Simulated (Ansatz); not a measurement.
# C6H14S: one species, many methods

One table from this session's results is given with a row withheld; the runs are named, their logs left out.

The runs use Ansatz 0.2.0, Gaussian basis; functionals in def2-TZVPP, the program's frozen cores in correlated methods.

The runs, in order: LDA (SPW92), PBE-D4, revPBE-D4, BLYP-D4, r2SCAN-D4, B97M-V, PBE0-D4, B3LYP-D4, r2SCANh-D4, r2SCAN0-D4, HSE06-D4, BHLYP-D4, CAM-B3LYP-D4, LC-ωPBE, ωB97X-V, ωB97M-V, B2PLYP, PBE-QIDH; CCSD(T)/def2-SVP; CCSD(T)/def2-TZVPP; MP2/def2-QZVPP; extrapolation to the limit; RPA on PBE.

1 further run of the same task is left out (it didn't finish). Runs told in other sessions of the task aren't counted.

### The relaxed structure

An earlier PBE0-D4 in a triple-zeta def2 set relaxation fixed the geometry.

SMILES `CCCSCCC`, 21 atoms, charge 0, spin multiplicity 1.

Atoms are counted from 1 here; the program's logs count them from 0.

Bond lengths: C1–C2 1.520 Å, C1–H8 1.094 Å, C1–H9 1.094 Å, C1–H10 1.092 Å, C2–C3 1.519 Å, C2–H11 1.094 Å, C2–H12 1.094 Å, C3–S4 1.803 Å, C3–H13 1.094 Å, C3–H14 1.095 Å, S4–C5 1.806 Å, C5–C6 1.518 Å, C5–H15 1.095 Å, C5–H16 1.094 Å, C6–C7 1.519 Å, C6–H17 1.095 Å, C6–H18 1.095 Å, C7–H19 1.094 Å and more. Angles: C2–C1–H8 111.3°, C2–C1–H9 111.2°, C2–C1–H10 111.3°, H8–C1–H9 107.5°, H8–C1–H10 107.7°, H9–C1–H10 107.7°, C1–C2–C3 112.0°, C1–C2–H11 109.6°, C1–C2–H12 110.4°, C3–C2–H11 109.6°, C3–C2–H12 108.8°, H11–C2–H12 106.3°, C2–C3–S4 115.3°, C2–C3–H13 110.1°, C2–C3–H14 110.9°, S4–C3–H13 104.7°, S4–C3–H14 108.7°, H13–C3–H14 106.7° and more.

The first run:

The input, in.yaml:

```yaml
crystal:
  periodic: [false, false, false]
  atoms:
    - {symbol: C, position_ang: [-0.827796, -3.395563, -0.612279]}
    - {symbol: C, position_ang: [-0.243321, -2.017104, -0.874760]}
    - {symbol: C, position_ang: [0.794642, -1.631443, 0.164641]}
    - {symbol: S, position_ang: [1.587563, -0.032887, -0.095143]}
    - {symbol: C, position_ang: [0.230446, 1.088071, 0.307688]}
    - {symbol: C, position_ang: [0.720622, 2.524828, 0.284139]}
    - {symbol: C, position_ang: [-0.388923, 3.511124, 0.607556]}
    - {symbol: H, position_ang: [-1.316302, -3.439802, 0.365218]}
    - {symbol: H, position_ang: [-0.049602, -4.163843, -0.626791]}
    - {symbol: H, position_ang: [-1.571271, -3.661772, -1.366827]}
    - {symbol: H, position_ang: [-1.046760, -1.274301, -0.884278]}
    - {symbol: H, position_ang: [0.219725, -1.982175, -1.865209]}
    - {symbol: H, position_ang: [1.616613, -2.353573, 0.161608]}
    - {symbol: H, position_ang: [0.363697, -1.649486, 1.171444]}
    - {symbol: H, position_ang: [-0.151795, 0.833593, 1.301905]}
    - {symbol: H, position_ang: [-0.584363, 0.960888, -0.410491]}
    - {symbol: H, position_ang: [1.139057, 2.745393, -0.703328]}
    - {symbol: H, position_ang: [1.541893, 2.635486, 0.999163]}
    - {symbol: H, position_ang: [-1.207392, 3.437270, -0.113949]}
    - {symbol: H, position_ang: [-0.021095, 4.539349, 0.588114]}
    - {symbol: H, position_ang: [-0.805647, 3.325968, 1.601566]}
basis:
  gaussian: {orbitals: def2-TZVPP}
hamiltonian: {xc: lda}
output: {orbitals: {seedname: orbitals}}
```

Run with:

```sh
> ansatz run in.yaml --threads 2 --pin off --events-out ev --progress --plain --max-ram 22528MiB --backend cuda --devices 0, --max-vram 18GiB
```

Steps of the session up to this table: LDA; PBE-D4 (GGA); revPBE-D4 (GGA); BLYP-D4 (GGA); r2SCAN-D4 (meta-GGA); B97M-V (meta-GGA); PBE0-D4 (hybrid); B3LYP-D4 (hybrid); r2SCANh-D4 (hybrid); r2SCAN0-D4 (hybrid); HSE06-D4 (hybrid); BHLYP-D4 (hybrid); CAM-B3LYP-D4 (range-separated); LC-ωPBE (range-separated); ωB97X-V (range-separated); ωB97M-V (range-separated); B2PLYP (double hybrid); PBE-QIDH (double hybrid).

One of the session's tables, all rows but one given; the rest of the session is left out.

It belongs to the step «Frontier levels by functional». 

| functional | HOMO (eV) | LUMO (eV) | gap (eV) |
| --- | --- | --- | --- |
| LDA (SPW92) | -5.05 | -0.20 | 4.85 |
| PBE-D4 | -4.93 | 0.01 | 4.95 |
| revPBE-D4 | -4.88 | 0.12 | 5.00 |
| BLYP-D4 | -4.79 | 0.08 | 4.88 |
| r2SCAN-D4 | -5.16 | 0.40 | 5.57 |
| B97M-V | -5.29 | 0.19 | 5.49 |
| PBE0-D4 | ? | ? | ? |
| B3LYP-D4 | -5.93 | 0.63 | 6.56 |
| r2SCANh-D4 | -5.61 | 0.74 | 6.35 |
| r2SCAN0-D4 | -6.30 | 1.21 | 7.51 |
| HSE06-D4 | -5.75 | 0.55 | 6.29 |
| BHLYP-D4 | -7.25 | 1.68 | 8.93 |
| CAM-B3LYP-D4 | -7.50 | 1.82 | 9.31 |
| LC-ωPBE | -8.88 | 3.11 | 11.99 |
| ωB97X-V | -8.54 | 2.89 | 11.43 |
| ωB97M-V | -8.39 | 2.52 | 10.92 |

**Question.** Estimate the row for PBE0-D4.

**Answer.** HOMO (eV): -6.15; LUMO (eV): 0.93; gap (eV): 7.07. In the column «HOMO (eV)» it lies between r2SCAN0-D4 (-6.30) and B3LYP-D4 (-5.93).
